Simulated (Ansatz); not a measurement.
# Tl (Thallium): a relaxation

Aim: a sound relaxation of Tl (Thallium). The structure is shown as the input types it.

Computed with Ansatz 0.2.0 (DFT, PBEsol, PAW with Ansatz's default frozen-core files, scalar-relativistic; relaxation of cell and atoms, unless a step's input says otherwise).

### 1 The starting structure

It takes space group P6_3/mmc (No. 194, hexagonal). Conventional cell: a = 3.456 Å, b = 3.456 Å, c = 5.525 Å, α = 90.00°, β = 90.00°, γ = 120.00°. Around Tl (site symmetry -6m2) lie 12 Tl at 3.41 to 3.46 Å.

Coordinates:

```cif
data_structure
_symmetry_space_group_name_H-M 'P 1'
_symmetry_Int_Tables_number 1
_cell_length_a 3.4560
_cell_length_b 3.4560
_cell_length_c 5.5250
_cell_angle_alpha 90.000
_cell_angle_beta 90.000
_cell_angle_gamma 120.000
_cell_volume 57.15
loop_
_atom_site_label
_atom_site_type_symbol
_atom_site_fract_x
_atom_site_fract_y
_atom_site_fract_z
_atom_site_occupancy
Tl1 Tl 0.33333 0.66667 0.25000 1
Tl2 Tl 0.66667 0.33333 0.75000 1
```

### 2 The calculation

input.yaml reads:

```yaml
crystal:
  lattice:
    - [3.45600000001, 0.0, 0.0]
    - [-1.728, 2.99298379549, 0.0]
    - [0.0, 0.0, 5.525]
  atoms:
    - { symbol: Tl, position: [0.333333333333, 0.666666666667, 0.25] }
    - { symbol: Tl, position: [0.666666666667, 0.333333333333, 0.75] }
kpoints:
  mp_grid: { grid: [12, 12, 6] }
scf:
  occupations: { method: fermi_dirac, width: 0.1 }
  convergence: { dr2_threshold: 1.0e-16 }
  max_iter: 60
hamiltonian:
  xc: pbesol
  pseudopotentials: { kind: paw }
relax:
  f_tol: 0.002
  max_steps: 80
  cell: {}
output:
  forces: true
  stress: true
```

Launch:

```
ansatz run input.yaml --threads 1 --pin off --max-ram 3072MiB --backend cpu --events-out ev --progress --plain --runs-dir out
```

What happens when this is run?

The run converged and reported no error. Convergence says nothing about whether the input makes sense.

Look at the input: scf.convergence.dr2_threshold is 1.0e-16. What could go wrong: threshold out of reach. Once met, so tight a threshold does no harm; it costs cycles.

The test: delete scf.convergence.dr2_threshold (the default then holds).
